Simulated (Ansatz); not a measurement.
Working through a test of the smearing width of NaGeO3, space group Pm-3m

With the Python package of Ansatz (0.2.0).

`nageo3.cif`
```cif
data_NaGeO3
_cell_length_a 3.764763
_cell_length_b 3.764763
_cell_length_c 3.764763
_cell_angle_alpha 90.00000
_cell_angle_beta 90.00000
_cell_angle_gamma 90.00000
_symmetry_space_group_name_H-M 'P 1'
_symmetry_Int_Tables_number 1
loop_
_symmetry_equiv_pos_as_xyz
'x, y, z'
loop_
_atom_site_label
_atom_site_type_symbol
_atom_site_fract_x
_atom_site_fract_y
_atom_site_fract_z
Na1 Na    0.000000    0.000000    0.000000
Ge2 Ge    0.500000    0.500000    0.500000
O3 O    0.500000    0.500000    0.000000
O4 O    0.500000    0.000000    0.500000
O5 O    0.000000    0.500000    0.500000
```

Run as a notebook:

```python
import csv
import warnings

import ansatz
from ase.io import read

warnings.simplefilter('ignore', ansatz.DeckWarning)
```

```python
atoms = read('nageo3.cif')
nageo3 = ansatz.Crystal.from_ase(atoms)
```

```python
nageo3.resolved().sites[-1]
```

    Site(symbol='O', position=(0.0, 0.5, 0.5), moment=None, axis=None, held=None, saved=None)

```python
base = nageo3.calculation()
base = base.scf(tolerance=1e-09).kpoints(5, shift=0.5)
base = base.pseudopotentials('nc')
base = base.functional('r2scan')

rows = []
for value in [0.3, 0.2, 0.1, 0.05]:
    summary = base.occupations('fermi_dirac', width=value).run(threads=1, backend='cpu').report
    rows.append((value, summary['free_energy_ev'] / len(summary['lattice']['sites']), summary['n_iterations'], summary['n_kpoints']))
```

```python
with open('smear.csv', 'w', newline='') as handle:
    writer = csv.writer(handle)
    writer.writerow(['width (eV)', 'F/atom (eV)', 'iterations', 'k-points'])
    writer.writerows([round(v, 5) if isinstance(v, float) else v for v in row] for row in rows)
```

```python
# the last row is the reference
for row in rows[:-1]:
    shift = 1000 * (row[1] - rows[-1][1])
    print(f'{row[0]}: {shift:+.2f} meV/atom' + ('  (within 1 meV)' if abs(shift) < 1 else ''))
```

    0.3: -75.29 meV/atom
    0.2: -37.43 meV/atom
    0.1: -9.75 meV/atom

It writes `smear.csv`:
```csv
width (eV),F/atom (eV),iterations,k-points
0.3,-990.62117,10,10
0.2,-990.58331,11,10
0.1,-990.55562,10,10
0.05,-990.54588,10,10
```

Going from 0.05 to 0.3 eV changes F by -75.3 meV an atom. The report's estimate for zero width moves by -15.8 meV, so the entropy term explains only part of the change.

The cell holds an odd number of electrons and is run without spin, so a magnetic state may lie lower. Such functionals run on norm-conserving files made under PBE, which can move pressures by some GPa. The mesh is modest for a metal, so energies can be off by several to tens of meV an atom and pressures by half a GPa or more; differences at equal mesh fare better. The smearing is wide enough that free energy and stress hold a thermal part of the electrons. The narrowest width needs the finest mesh, so the last row is no converged reference. The structure comes from a database of computed cells and needn't be a stable or known phase. Run time: 26 s on 1 thread of Arm Neoverse V2, with other jobs on the host, peak memory 0.51 GiB.
